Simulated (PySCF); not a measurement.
# B2BrH5O2Si: the cost of one run

Computed with PySCF 2.14.0, with density-fitted response routines of our own, on a single molecule in the gas phase. Atoms count from 0, in the outputs and in this text.

## 1. Starting geometry

11 atoms, charge 0, multiplicity 1; geometry from: GFN2-xTB. The atoms were then displaced at random by about 0.01 Å, so the start is not that level's minimum.

Bonds of the start (Å): B0–O1 1.34, O1–B2 1.32, B2–Br3 1.90, B2–O4 1.30, O4–Si5 1.63, B0–H6 1.15, B0–H7 1.20, Si5–H8 1.48, Si5–H9 1.45, Si5–H10 1.46.

## 2. Optimising the geometry at PBE0-D3(BJ)/def2-SVP

The job: settings as JSON, then the geometry in Å.

```
{"job": {"xc": "PBE0", "basis": "def2-SVP", "d3": "d3bj", "grid": 1, "shake": 0.01, "kind": "geom"}, "charge": 0, "multiplicity": 1}
B      2.764270    -0.466880     0.427090
O      1.499300    -0.356020     0.009190
B      0.248410    -0.303070    -0.422930
Br    -0.050580    -1.091560    -2.125740
O     -0.722680     0.249280     0.249980
Si    -2.298910     0.654340     0.398690
H      3.075940    -1.385790     1.050370
H      3.514470     0.423860     0.142060
H     -2.563570     0.326540     1.816850
H     -2.330490     2.071790     0.092200
H     -3.098060    -0.148330    -0.524680
```

On the command line:

```
> OMP_NUM_THREADS=1 python probes_run.py task.json out
```

One launch serves the whole session: the jobs run in the order shown.

Q: Estimate the wall time and peak memory of this first job on 1 thread of Arm Neoverse V1, shared host.

About 2.1 min, with a peak of 0.54 GiB.
